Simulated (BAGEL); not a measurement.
# HF/3-21G (density fitting with qzvpp-jkfit) run of CH2FNSi (SMILES FC1=N[SiH2]1)

What is the vertical electron affinity of CH2FNSi at HF/3-21G (density fitting with qzvpp-jkfit)? 

Program for the calculation: BAGEL 1.2.2.

1 further run of the same task is left out (it didn't finish).

## Step 1: The molecule

CH2FNSi: 6 atoms, total charge 0, spin state singlet. SMILES: `FC1=N[SiH2]1`. The shape is that of a PBE0-D4/def2-TZVP optimisation.

Bond lengths: F1–C2 1.313 Å, C2–N3 1.261 Å, C2–Si4 1.766 Å, N3–Si4 1.801 Å, Si4–H5 1.477 Å, Si4–H6 1.477 Å. Angles: F1–C2–N3 128.8°, F1–C2–Si4 160.4°, N3–C2–Si4 70.8°, C2–N3–Si4 67.8°, C2–Si4–N3 41.4°, C2–Si4–H5 122.2°, C2–Si4–H6 122.2°, N3–Si4–H5 118.8°, N3–Si4–H6 118.8°, H5–Si4–H6 113.7°.

## Step 2: The energy at HF/3-21G (density fitting with qzvpp-jkfit)

Contents of calc.json:

```json
{ "bagel": [

{
  "title": "molecule",
  "basis": "3-21g",
  "df_basis": "qzvpp-jkfit",
  "angstrom": "true",
  "geometry": [
    { "atom": "F", "xyz": [    1.423100,   -1.608300,    0.851500 ] },
    { "atom": "C", "xyz": [    0.513000,   -0.815400,    0.333600 ] },
    { "atom": "N", "xyz": [   -0.624100,   -1.110900,   -0.124500 ] },
    { "atom": "Si", "xyz": [   -0.284400,    0.654600,   -0.233900 ] },
    { "atom": "H", "xyz": [    0.001700,    1.243400,   -1.557500 ] },
    { "atom": "H", "xyz": [   -0.987300,    1.572700,    0.684600 ] }
  ]
},
{ "title": "hf" },
{ "title": "print", "file": "orbitals.molden", "orbitals": "true" }

]}
```

Started as:

```sh
BAGEL_NUM_THREADS=1 BAGEL calc.json > calc.out
```

The log of the run:

```text
* using 1 threads per process

  ===============================================================
  ===============================================================

  *** Geometry ***

  { "atom" : "F", "xyz" : [      2.689269,     -3.039247,      1.609102 ] },
  { "atom" : "C", "xyz" : [      0.969430,     -1.540883,      0.630413 ] },
  { "atom" : "N", "xyz" : [     -1.179378,     -2.099297,     -0.235271 ] },
  { "atom" : "Si", "xyz" : [     -0.537438,      1.237015,     -0.442007 ] },
  { "atom" : "H", "xyz" : [      0.003213,      2.349685,     -2.943248 ] },
  { "atom" : "H", "xyz" : [     -1.865727,      2.971972,      1.293707 ] },

  Number of auxiliary basis functions:      393

  Since a DF basis is specified, we compute 2- and 3-index integrals:
    o Being stored without compression. Storage requirement is 0.006 GB

  Number of basis functions:       44
  Number of electrons      :       38

    * METHOD: MOLECULE                             0.17

  *** RHF ***

  === Nuclear Repulsion ===
   147.1545593571

      * DIIS with orbital gradients will be used.

  === RHF iteration (3-21g) ===
      0       -478.98601179          0.03112596           0.03
      1       -479.07663536          0.02369924           0.03
      2       -479.15212843          0.00259706           0.03
      3       -479.15390643          0.00152061           0.03
      4       -479.15439497          0.00036466           0.03
      5       -479.15448291          0.00015196           0.03
      6       -479.15449472          0.00006834           0.03
      7       -479.15449745          0.00001690           0.03
      8       -479.15449764          0.00000583           0.03
      9       -479.15449765          0.00000296           0.03
     10       -479.15449766          0.00000081           0.03
     11       -479.15449766          0.00000027           0.03
     12       -479.15449766          0.00000014           0.03
     13       -479.15449766          0.00000006           0.03
     14       -479.15449766          0.00000003           0.03
     15       -479.15449766          0.00000001           0.03
     16       -479.15449766          0.00000000           0.03
    * SCF iteration converged.

    * Permanent dipole moment:
           (   -0.087527,    -1.394075,     0.166081) a.u.

    * METHOD: HF                                   0.60

    * METHOD: PRINT                                0.01

  ===============================================================
```

Wall time 0.95 s (1 thread of Arm Neoverse N1, shared host); peak memory 0.081 GiB.

## Step 3: The doublet anion at the same level

Contents of input.json:

```json
{ "bagel" : [

{
  "title" : "molecule",
  "basis" : "3-21g",
  "df_basis" : "qzvpp-jkfit",
  "angstrom" : true,
  "geometry" : [
    { "atom" : "F", "xyz" : [    1.423100,   -1.608300,    0.851500 ] },
    { "atom" : "C", "xyz" : [    0.513000,   -0.815400,    0.333600 ] },
    { "atom" : "N", "xyz" : [   -0.624100,   -1.110900,   -0.124500 ] },
    { "atom" : "Si", "xyz" : [   -0.284400,    0.654600,   -0.233900 ] },
    { "atom" : "H", "xyz" : [    0.001700,    1.243400,   -1.557500 ] },
    { "atom" : "H", "xyz" : [   -0.987300,    1.572700,    0.684600 ] }
  ]
},
{
  "title" : "uhf",
  "charge" : -1,
  "nopen" : 1
},
{
  "title" : "print",
  "file" : "orbitals.molden",
  "orbitals" : true
}

]}
```

Started as:

```sh
BAGEL_NUM_THREADS=1 BAGEL input.json > input.out
```

The log of the run:

```text
* using 1 threads per process

  ===============================================================
  ===============================================================

  *** Geometry ***

  { "atom" : "F", "xyz" : [      2.689269,     -3.039247,      1.609102 ] },
  { "atom" : "C", "xyz" : [      0.969430,     -1.540883,      0.630413 ] },
  { "atom" : "N", "xyz" : [     -1.179378,     -2.099297,     -0.235271 ] },
  { "atom" : "Si", "xyz" : [     -0.537438,      1.237015,     -0.442007 ] },
  { "atom" : "H", "xyz" : [      0.003213,      2.349685,     -2.943248 ] },
  { "atom" : "H", "xyz" : [     -1.865727,      2.971972,      1.293707 ] },

  Number of auxiliary basis functions:      393

  Since a DF basis is specified, we compute 2- and 3-index integrals:
    o Being stored without compression. Storage requirement is 0.006 GB

  Number of basis functions:       44
  Number of electrons      :       38

    * METHOD: MOLECULE                             0.17

  *** Open-shell HF ***

  === Nuclear Repulsion ===
   147.1545593571

      * DIIS with orbital gradients will be used.

  === UHF iteration (3-21g) ===
      0       -478.80093995          0.06641511           0.06
      1       -478.94185516          0.04608785           0.06
      2       -479.00073987          0.03260945           0.06
      3       -479.04727354          0.00261510           0.06
      4       -479.04839086          0.00113766           0.06
      5       -479.04897208          0.00052926           0.06
      6       -479.04934139          0.00021526           0.06
      7       -479.04961624          0.00010418           0.06
      8       -479.04974217          0.00005146           0.06
      9       -479.04985183          0.00002910           0.06
     10       -479.04991029          0.00002406           0.06
     11       -479.04994581          0.00002301           0.06
     12       -479.04996817          0.00002196           0.06
     13       -479.05005520          0.00001903           0.06
     14       -479.05009339          0.00001622           0.06
     15       -479.05009378          0.00000867           0.06
     16       -479.05009344          0.00000388           0.06
     17       -479.05009422          0.00000173           0.06
     18       -479.05009425          0.00000093           0.06
     19       -479.05009424          0.00000061           0.06
     20       -479.05009425          0.00000047           0.06
     21       -479.05009426          0.00000038           0.06
     22       -479.05009425          0.00000032           0.06
     23       -479.05009426          0.00000022           0.06
     24       -479.05009426          0.00000013           0.06
     25       -479.05009426          0.00000008           0.06
     26       -479.05009426          0.00000006           0.06
     27       -479.05009426          0.00000004           0.06
     28       -479.05009426          0.00000003           0.06
     29       -479.05009426          0.00000002           0.06
     30       -479.05009426          0.00000002           0.06
     31       -479.05009426          0.00000001           0.06
    * SCF iteration converged.

    * S^2 (UHF) is 0.8634

    * Permanent dipole moment:
           (   -0.378090,    -0.849546,    -0.042088) a.u.

    * METHOD: UHF                                  1.92

    * METHOD: PRINT                                0.01

  ===============================================================
```

Wall time 2.2 s (1 thread of Arm Neoverse N1, shared host); peak memory 0.081 GiB.

## Step 4: Results

Level: HF/3-21G (density fitting with qzvpp-jkfit).

| quantity | value |
| --- | --- |
| singlet CH2FNSi: total energy | -479.15450 Eh |
| singlet CH2FNSi: dipole moment | 3.58 D |
| singlet CH2FNSi: HOMO energy | -10.46 eV |
| singlet CH2FNSi: LUMO energy | 2.50 eV |
| singlet CH2FNSi: HOMO–LUMO gap | 12.96 eV |
| doublet anion: total energy | -479.05009 Eh |
| doublet anion: ⟨S²⟩ | 0.863 |
| vertical electron affinity (to the doublet anion) | -2.841 eV |

The anion lies 2.84 eV (274 kJ/mol) above the neutral: the electron isn't bound at this level, and such a value depends on the basis. Without diffuse functions anions come out too high. Hartree–Fock misses the correlation that binds many anions. ⟨S²⟩ (doublet anion) is 0.86 where a pure doublet has 0.75: the reference is spin-contaminated.
